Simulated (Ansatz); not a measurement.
LiCaSc:

```xyz
3
Lattice="4.0098 0.0000 0.0000 -2.0049 3.4726 0.0000 0.0000 0.0000 4.3032" Properties=species:S:1:pos:R:3 pbc="T T T"
Li    0.0000    0.0000    2.1516
Ca    2.0049    1.1575    0.0000
Sc    0.0000    2.3151    2.1516
```

The cell was built by a generator and needn't be a form met in nature.

| Property | Result |
| --- | --- |
| Program | Ansatz 0.2.0 |
| Task | single point |
| Functional | PBE |
| Potentials or basis | all-electron LAPW, scalar-relativistic |
| Cutoff | 240 eV (chosen from the basis error) |
| Basis error allowed | 0.001 eV/atom |
| k mesh | 8 × 8 × 6 |
| Occupations | fermi-dirac, width 0.05 eV |
| Spin | no spin polarisation |

On this cell: pressure 16.3 GPa; largest force under 0.003 eV/Å; band gap on the k mesh none (metal or under the smearing width).

The same run follows on a disturbed copy (atoms moved at random, drawn with an rms of 0.05 Å):

```
Li Ca Sc
1.0
     4.00981    0.00000    0.00000
    -2.00490    3.47259    0.00000
     0.00000    0.00000    4.30319
Li Ca Sc
1 1 1
Direct
  0.00172 0.99830 0.51144
  0.66997 0.32432 0.99296
  0.33622 0.67007 0.50567
```

Question: What changes?

Answer: The energy (extrapolated to zero smearing) moves by +5.9 meV/atom; pressure 16.4 GPa; largest force 0.459 eV/Å; band gap on the k mesh none (metal or under the smearing width).

Forces in eV/Å, atoms in the order of the input:
```
Li   0.000  0.039 -0.161
Ca  -0.074  0.120  0.436
Sc   0.074 -0.160 -0.275
```

Stress tensor (GPa, compression positive):
```
18.67  0.06 -0.03
 0.06 18.57  0.04
-0.03  0.04 11.89
```

Caveats: so large a pressure means that the cell lies far from this level's equilibrium, or that cutoff or potentials fall short (some runs).
